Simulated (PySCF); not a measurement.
# CH6Ge: electronic excitations and core binding energies

Wanted: the electronic excitations and core binding energies of CH6Ge (`[CH3][GeH3]`), by calculation.

The runs use PySCF 2.14.0, with density-fitted response routines of our own; the level of theory stands in each step. All values are computed, except where a source is named. Atoms are numbered from 0 throughout.

## Step 1: The molecule as given

8 atoms, charge 0, multiplicity 1; geometry from: GFN2-xTB.

Bonds of the start (Å): C0–Ge1 1.96, C0–H2 1.09, C0–H3 1.09, C0–H4 1.09, Ge1–H5 1.49, Ge1–H6 1.49, Ge1–H7 1.49.

## Step 2: Ultraviolet spectrum: wB97X-D/def2-SVPD

What the job is given:

```
{"job": {"kind": "uv", "xc": "wB97X-D", "basis": "def2-SVPD", "nstates": 8, "ntriplets": 3}, "charge": 0, "multiplicity": 1}
C     -1.035733    -0.060560     0.033821
Ge     0.918074     0.056066    -0.035387
H     -1.465379     0.081052    -0.955003
H     -1.444500     0.701195     0.693350
H     -1.350925    -1.032937     0.404522
H      1.525846    -0.140368     1.315372
H      1.493885    -0.983199    -0.941323
H      1.367791     1.388163    -0.539917
```

Method: TDDFT wB97X-D/def2-SVPD, vertical, gas phase, core orbitals frozen in the response.

What it wrote:

```text
coarse grid: 27432 points
cycle   1  E = -2118.4541157073  dE = -7.276e-01  |g| = 3.691e-01  |ddm| = 2.845e+00
cycle   2  E = -2118.4593927366  dE = -5.277e-03  |g| = 3.458e-01  |ddm| = 4.930e-01
cycle   3  E = -2118.4730665095  dE = -1.367e-02  |g| = 1.290e-02  |ddm| = 3.100e-01
cycle   4  E = -2118.4731169830  dE = -5.047e-05  |g| = 5.956e-03  |ddm| = 6.937e-02
cycle   5  E = -2118.4731266418  dE = -9.659e-06  |g| = 1.276e-03  |ddm| = 1.412e-02
final grid: 56480 points
cycle   6  E = -2118.4728474856  dE = -1.191e-06  |g| = 1.480e-03  |ddm| = 6.510e-03
cycle   7  E = -2118.4728475963  dE = -1.107e-07  |g| = 1.355e-03  |ddm| = 3.323e-03
cycle   8  E = -2118.4728478445  dE = -2.482e-07  |g| = 5.520e-05  |ddm| = 1.038e-03
cycle   9  E = -2118.4728478458  dE = -1.303e-09  |g| = 3.542e-05  |ddm| = 2.503e-04
cycle  10  E = -2118.4728478461  dE = -3.433e-10  |g| = 5.452e-06  |ddm| = 8.106e-05
converged SCF energy = -2118.4728478461

Static polarisability (au): isotropic 45.032, principal 42.159 42.167 50.771

Singlet excitations
state   eV       nm        f      main configurations
  1   8.5545    144.9   0.04223   H->L 0.81, H->L+1 0.17
  2   8.8097    140.7   0.08535   H-1->L 0.86
  3   8.8114    140.7   0.08534   H-2->L 0.86
  4   9.0348    137.2   0.06913   H-1->L+1 0.81, H-1->L 0.09
  5   9.0370    137.2   0.06953   H-2->L+1 0.81, H-2->L 0.09
  6   9.2294    134.3   0.47167   H->L+1 0.77, H->L 0.16
  7   9.4547    131.1   0.00000   H-1->L+3 0.48, H-2->L+2 0.47
  8   9.5120    130.3   0.00291   H->L+2 0.79, H->L+3 0.09

Triplet excitations (Tamm-Dancoff, eV): 8.1436 8.5358 8.5360
```

Run time: 7.1 s. Hardware: 1 thread, shared host.

The orbitals next to the gap, with their largest atomic shares:

| orbital | eV | atoms |
| --- | --- | --- |
| HOMO−3 | -13.49 | C0 47 %, H3 19 %, H4 18 % |
| HOMO−2 | -11.17 | Ge1 40 %, H5 29 %, H7 16 % |
| HOMO−1 | -11.17 | Ge1 40 %, H6 28 %, H7 17 % |
| HOMO | -10.87 | C0 43 %, Ge1 28 %, H3 5 % |
| LUMO | 1.93 | Ge1 61 %, C0 11 %, H5 6 % |
| LUMO+1 | 2.37 | Ge1 26 %, C0 25 %, H5 10 % |
| LUMO+2 | 3.37 | Ge1 60 %, H5 12 %, H7 10 % |

With each of the 8 states as a Gaussian band of 0.4 eV half-width at 1/e, the curve within the window shown has maxima at 135 nm (ε 27,000) L/(mol cm). Beyond the last state computed it falls off for lack of states. The curve at chosen wavelengths:

```csv
nm,ε (L/mol/cm)
126,2500
127,4250
128,6698
129,9822
131,17284
132,20915
133,23945
134,26058
135,27082
136,27014
138,24221
139,21967
140,19455
141,16873
142,14357
143,11998
145,7945
146,6293
147,4892
148,3730
149,2788
150,2043
152,1032
153,711
154,480
155,318
```

Further results of this job:

| property | computed |
| --- | --- |
| dipole moment (D) | 0.67 |
| polarisability (Å³) | 6.67 |
| HOMO–LUMO gap (eV) | 12.80 |
| −ε(HOMO) (eV) | 10.87 |

## Step 3: Core-electron binding energies: SCAN, X2C

The job, as its differences from that of step 2:

```diff
@@ -1,2 +1,2 @@
-{"job": {"kind": "uv", "xc": "wB97X-D", "basis": "def2-SVPD", "nstates": 8, "ntriplets": 3}, "charge": 0, "multiplicity": 1}
+{"job": {"kind": "xps"}, "charge": 0, "multiplicity": 1}
 C     -1.035733    -0.060560     0.033821
```

With the program's defaults for keys left out, this is: delta-SCF UKS SCAN, pcX-2 on the ionised atom, pcseg-1 elsewhere, spin-free X2C.

What it wrote:

```text
ground state, core basis on atom 0 (C), 102 functions
  cycle   1  E = -2135.62833365  |g| = 3.87e-01
  cycle   2  E = -2135.59050685  |g| = 5.31e-01
  cycle   3  E = -2135.66535117  |g| = 4.26e-02
  cycle   4  E = -2135.66593240  |g| = 1.07e-02
  cycle   5  E = -2135.66596536  |g| = 3.40e-03
  cycle   6  E = -2135.66596897  |g| = 1.18e-03
  cycle   7  E = -2135.66596996  |g| = 8.08e-05
  E(ground) = -2135.79733137 Eh
hole in C 1s of atom 0
  cycle   1  E = -2124.42770536  |g| = 1.50e+00
  cycle   2  E = -2123.88520509  |g| = 1.72e+00
  cycle   3  E = -2124.96192735  |g| = 2.92e-01
  cycle   4  E = -2124.99526962  |g| = 5.14e-02
  cycle   5  E = -2124.99621850  |g| = 1.06e-02
  cycle   6  E = -2124.99627278  |g| = 5.22e-03
  cycle   7  E = -2124.99629134  |g| = 1.35e-03
  cycle   8  E = -2124.99629188  |g| = 5.56e-04
  cycle   9  E = -2124.99628903  |g| = 7.88e-05
  E(ion) = -2125.12690260 Eh   <S^2> = 0.7676   hole on atom = 1.000   binding energy = 290.357 eV
```

Wall time 3 s (1 thread, shared host).

The holes in one table. −ε is the ground-state orbital energy:

| hole | stands for | environment | ΔSCF (eV) | −ε (eV) | ⟨S²⟩ |
| --- | --- | --- | --- | --- | --- |
| C1s on C0 | C0 | methyl carbon bonded to Ge | 290.36 | 273.5 | 0.768 |

## Step 4: Results

| quantity | value |
| --- | --- |
| lowest singlet (wB97X-D/def2-SVPD) | 8.55 eV (145 nm), f = 0.042 |
| brightest single state of those computed | state 6, 9.23 eV, f = 0.472 |
| lowest triplet | 8.14 eV |
| C1s binding energies, SCAN/pcX-2 | C0 290.36 eV |

In words: The lowest singlet, at 8.55 eV, is HOMO→LUMO 0.81, HOMO→LUMO+1 0.17 and is weak; of the 8 states computed, the strongest absorption comes from state 6 at 9.23 eV. The lowest triplet lies 0.41 eV below the lowest singlet (triplets in Tamm-Dancoff, singlets in full TDDFT).
